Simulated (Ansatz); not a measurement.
TaWC2:

```
W Ta C
1.0
     1.57186    0.90751    5.10162
    -1.57186    0.90751    5.10162
     0.00000   -1.81502    5.10162
W Ta C
1 1 2
Direct
  0.00000 0.00000 0.00000
  0.50000 0.50000 0.50000
  0.25093 0.25093 0.25093
  0.74907 0.74907 0.74907
```

The cell comes from a database or a generator and needn't be the stable form of this composition.

Base run:

```yaml
Program: Ansatz 0.2.0
Functional: r2SCAN
Potentials_or_basis: Ansatz PAW
Cutoff: "500 eV (not typed: the program's choice for these potentials)"
k_mesh: 10 × 10 × 10
Occupations: fermi-dirac, width 0.05 eV
Spin: no spin polarisation
```

Its results: band gap on the k mesh none (metal or under the smearing width); pressure -6.0 GPa; largest force 0.005 eV/Å.

Q: The run is repeated on the same cell with these changes: functional from r2SCAN to LDA; cutoff from 500 eV (not typed: the program's choice for these potentials) to 420 eV (not typed: the program's choice for these potentials). What comes out?

A: Band gap on the k mesh none (metal or under the smearing width); pressure -16.6 GPa; largest force 0.082 eV/Å.

Caveats: spin-orbit coupling is left out, which moves the levels of the heavy elements; the PAW data sets come from PBE, with cores solved anew for the run's functional, which leaves a small shift of forces and pressure.
